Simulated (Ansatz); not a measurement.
# Lu3Sc2O: the cost of one run

Program: Ansatz 0.2.0. Level of theory: DFT PBE, scalar-relativistic, plane waves, PAW. These are calculated values, not measurements.

1 further run of the same task is left out (it didn't finish).

## Step 1: The system as given

It takes space group P-6m2 (No. 187, hexagonal). Conventional cell: a = 4.163 Å, b = 4.163 Å, c = 9.276 Å, α = 90.00°, β = 90.00°, γ = 120.00°. Lu (site symmetry -6m2) has 3 Lu at 2.40 Å as nearest neighbours. Around Lu (site symmetry -6m2) lie 3 O at 2.40 Å. Sc (site symmetry 3m) has 9 Lu at 3.33 to 3.35 Å and 3 O at 3.35 Å as nearest neighbours. Around O (site symmetry -6m2) lie 3 Lu at 2.40 Å and 6 Sc at 3.35 Å.

Coordinates:

```cif
data_structure
_symmetry_space_group_name_H-M 'P-6m2'
_symmetry_Int_Tables_number 187
_cell_length_a 4.1628
_cell_length_b 4.1628
_cell_length_c 9.2763
_cell_angle_alpha 90.000
_cell_angle_beta 90.000
_cell_angle_gamma 120.000
_cell_volume 139.21
loop_
_atom_site_label
_atom_site_type_symbol
_atom_site_symmetry_multiplicity
_atom_site_Wyckoff_symbol
_atom_site_fract_x
_atom_site_fract_y
_atom_site_fract_z
_atom_site_occupancy
Lu1 Lu 1 a 0.00000 0.00000 0.00000 1
Lu2 Lu 1 d 0.33333 0.66667 0.50000 1
Lu3 Lu 1 c 0.33333 0.66667 0.00000 1
Sc1 Sc 2 i 0.66667 0.33333 0.75227 1
O1 O 1 b 0.00000 0.00000 0.50000 1
```

The cell is invented: species swapped into a database cell of Sr2AlGa3 (P-6m2, No. 187), with Sc on the Sr sites, O on the Al sites and Lu on the Ga sites. Its size is a rough estimate.

## Step 2: The guess as it stands, on a coarse mesh

Contents of input.yaml:

```yaml
crystal:
  lattice:
    - [4.16277882, 0.0, 0.0]
    - [-2.08138941, 3.60507221, 0.0]
    - [0.0, 0.0, 9.27630572]
  atoms:
    - { symbol: Lu, position: [0.0, 0.0, 0.0] }
    - { symbol: Lu, position: [0.33333333, 0.66666667, 0.5] }
    - { symbol: Lu, position: [0.33333333, 0.66666667, 0.0] }
    - { symbol: Sc, position: [0.66666667, 0.33333333, 0.7522701] }
    - { symbol: Sc, position: [0.66666667, 0.33333333, 0.2477299] }
    - { symbol: O, position: [0.0, 0.0, 0.5] }
basis:
  ecutwfc: 420
kpoints:
  mp_grid: { grid: [6, 6, 2] }
hamiltonian:
  xc: pbe
scf:
  occupations: { method: gaussian, width: 0.1 }
  lower_state_search: "off"
output:
  forces: true
  stress: true
  eigenvalues: true
```

Run with:

```bash
> ansatz run input.yaml --threads 1 --pin off --max-ram 2560MiB --backend cpu --events-out ev --progress --plain --runs-dir out
```

**Question.** How long does this run take on 1 thread of Intel Xeon Platinum 8488C (Sapphire Rapids), shared host, and how much memory does it need?

About 13 s, with a peak of 0.48 GiB.
